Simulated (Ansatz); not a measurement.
**C3H5BClF: molecular dynamics**

Aim: follow the molecule's vibrations and see whether its bonds hold. The start is relaxed first. Runs: 500 steps of 0.5 fs at constant energy, with velocities drawn for 500 K. SMILES of the start: BC(Cl)C(=C)F.

Program: Ansatz 0.2.0. Level of theory: RKS BLYP/6-31G. These are calculated values, not measurements.

## (1) The structure to begin with

Bond lengths: B1–C2 1.558 Å, C2–Cl3 1.791 Å, C2–C4 1.527 Å, C4–C5 1.288 Å, C4–F6 1.402 Å, B1–H7 1.229 Å, B1–H8 1.121 Å, C2–H9 1.101 Å, C5–H10 1.078 Å, C5–H11 1.118 Å. Angles (14 of 15 angles, heavy atoms first): B1–C2–Cl3 109.7°, B1–C2–C4 113.5°, Cl3–C2–C4 109.0°, C2–C4–C5 122.3°, C2–C4–F6 116.5°, C5–C4–F6 120.5°, B1–C2–H9 107.3°, Cl3–C2–H9 110.3°, C4–C2–H9 107.0°, C2–B1–H7 117.1°, C2–B1–H8 123.2°, C4–C5–H10 123.7°, C4–C5–H11 119.8°, H7–B1–H8 119.7°.

Coordinates:

```xyz
11

B    -1.3817   -0.8118   -0.6814
C     0.0553   -0.2176   -0.7732
Cl    0.2355    0.6931   -2.3045
C     0.4112    0.6982    0.3961
C     1.1728    0.3159    1.3619
F    -0.3011    1.9022    0.4861
H    -2.3175   -0.0156   -0.6917
H    -1.5899   -1.9132   -0.6464
H     0.7606   -1.0629   -0.7469
H     1.6876   -0.6314    1.3782
H     1.3329    0.9861    2.2426
```

## (2) Relaxing the start

input.yaml

```yaml
crystal:
  periodic: [false, false, false]
  atoms:
    - { symbol: B, position_ang: [-1.3817, -0.8118, -0.6814] }
    - { symbol: C, position_ang: [0.0553, -0.2176, -0.7732] }
    - { symbol: Cl, position_ang: [0.2355, 0.6931, -2.3045] }
    - { symbol: C, position_ang: [0.4112, 0.6982, 0.3961] }
    - { symbol: C, position_ang: [1.1728, 0.3159, 1.3619] }
    - { symbol: F, position_ang: [-0.3011, 1.9022, 0.4861] }
    - { symbol: H, position_ang: [-2.3175, -0.0156, -0.6917] }
    - { symbol: H, position_ang: [-1.5899, -1.9132, -0.6464] }
    - { symbol: H, position_ang: [0.7606, -1.0629, -0.7469] }
    - { symbol: H, position_ang: [1.6876, -0.6314, 1.3782] }
    - { symbol: H, position_ang: [1.3329, 0.9861, 2.2426] }
basis:
  gaussian: { orbitals: "6-31G" }
hamiltonian:
  xc: blyp
relax:
  f_tol: 0.02
  max_steps: 40
```

On the command line:

```sh
> ansatz run input.yaml --threads 1 --pin off --max-ram 2048MiB --backend cpu --events-out ev --progress --plain --runs-dir out
```

The runs that follow: Dynamics.

Q: Predict the outcome of this session. Wanted: relaxation of the start; temperature, first and last step; temperature, second half; potential energy, second half; largest change of the total energy; bonds formed or broken.

As calculated:

| quantity | value |
| --- | --- |
| relaxation of the start | 13 moves, 0.808 eV lower |
| length | 500 steps of 0.5 fs |
| temperature, first and last step | 500 and 289 K |
| temperature, second half | mean 255 K, from 151 to 332 K |
| potential energy, second half | +26 meV/atom from the start |
| largest change of the total energy | 0.28 meV/atom |
| bonds formed or broken | 0 |

In words: The temperature starts at 500 K and averages 255 K in the second half, where it ranges from 151 to 332 K; a mean near half the start is what vibrations about a minimum give, since they share energy equally between motion and strain. The total energy strays from its start by at most 0.28 meV/atom, 1.0 % of the mean kinetic energy, so a step of 0.5 fs is short enough over this time. The bonding pattern survives the run. 250 fs on 11 atoms is far too short and small for converged averages. The nuclei move classically, without zero-point motion, which matters most for hydrogen. The basis is very small, so the numbers are rough.
